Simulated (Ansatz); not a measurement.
# Cr2Re: the cost of one run

Computed with Ansatz 0.2.0 (DFT PBE, scalar-relativistic, plane waves, PAW, unless a step's input says otherwise).

1 further run of the same task is left out (it didn't finish).

## (1) The system as given

Symmetry: Fd-3m, No. 227, cubic system. Conventional cell: a = 6.732 Å, b = 6.732 Å, c = 6.732 Å, α = 90.00°, β = 90.00°, γ = 90.00°. Cr (site symmetry -3m) is surrounded by 6 Cr at 2.38 Å. Re (site symmetry -43m) is surrounded by 12 Cr at 2.79 Å and 4 Re at 2.91 Å.

As a file:

```
CELL_PARAMETERS angstrom
0.00000 3.36593 3.36593
3.36593 0.00000 3.36593
3.36593 3.36593 0.00000
ATOMIC_POSITIONS crystal
Cr 0.62500 0.62500 0.62500
Cr 0.12500 0.62500 0.62500
Cr 0.62500 0.62500 0.12500
Cr 0.62500 0.12500 0.62500
Re 0.00000 0.00000 0.00000
Re 0.25000 0.25000 0.25000
```

(A quick probe on a coarse mesh, which set the mesh and smearing, is not shown.)

## (3) The relaxation

input.yaml reads:

```yaml
crystal:
  lattice:
    - [0.0, 3.3659288414, 3.3659288414]
    - [3.3659288414, 0.0, 3.3659288414]
    - [3.3659288414, 3.3659288414, 0.0]
  atoms:
    - { symbol: Cr, position: [0.625, 0.625, 0.625] }
    - { symbol: Cr, position: [0.125, 0.625, 0.625] }
    - { symbol: Cr, position: [0.625, 0.625, 0.125] }
    - { symbol: Cr, position: [0.625, 0.125, 0.625] }
    - { symbol: Re, position: [0.0, 0.0, 0.0] }
    - { symbol: Re, position: [0.25, 0.25, 0.25] }
basis:
  ecutwfc: 420
kpoints:
  mp_grid: { grid: [10, 10, 10] }
hamiltonian:
  xc: pbe
scf:
  occupations: { method: gaussian, width: 0.1 }
output:
  forces: true
  stress: true
  eigenvalues: true
  write_density: true
  write_potential: true
  elf: true
  volumetric_format: npy
relax:
  adjacent_minimum: "off"
  f_tol: 0.01
  max_steps: 80
  cell: { stress_tol: 0.05 }
```

On the command line:

```bash
$ ansatz run input.yaml --threads 1 --pin off --max-ram 2560MiB --backend cpu --events-out ev --progress --plain --runs-dir out
```

**Question.** How long does this run take on 1 thread of Arm Neoverse V1, shared host, and how much memory does it need?

About 65 s, with a peak of 0.45 GiB.
